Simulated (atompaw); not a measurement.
# Pt: the cost of one run

The numbers are computed with atompaw 4.2.0.5 (PBE, scalar-relativistic, spin-unpolarised reference atom).

### 1 Starting point

Typed settings, in words:

- element: platinum (Pt, Z = 78)
- type: PAW
- frozen core: [Kr] 4d10 4f14
- valence charge: 18
- reference configuration: 5s2 5p6 5d9 6s0 6p0 (charge +1)
- partial waves: 5s (bound); 6s (bound, empty); 5p (bound); 6p (bound, empty); 5d (bound); 5d channel at 1.4 Ry
- local potential: bessel scheme, radius 1.85 bohr
- core correction: smooth core density matched at 1.35 bohr
- augmentation charge: gaussian compensation charge, radius 0.92 bohr; PAW radius 1.95 bohr; waves and projectors: bloechl

### 2 Generation

Pt.input reads:

```
Pt 78
GGA-PBE scalarrelativistic loggrid 2001 logderivrange -10 5 376
6 6 5 4 0 0
6 0 0
6 1 0
5 2 9
0 0 0
c
c
c
c
v
v
c
c
c
v
v
c
c
v
c
2
1.95 0.92 1.85 1.35
n
n
y
1.4
n
bloechl gaussian
bessel
PWSCFOUT
UPFDX 0.0125d0 UPFXMIN -7.d0 UPFZMESH 78.d0
END
```

On the command line:

```console
atompaw < Pt.input > Pt.log
```

**Question.** How long does this run take on 1 thread of Intel Xeon Platinum 8259CL at 2.50GHz, shared host?

About 40 s.
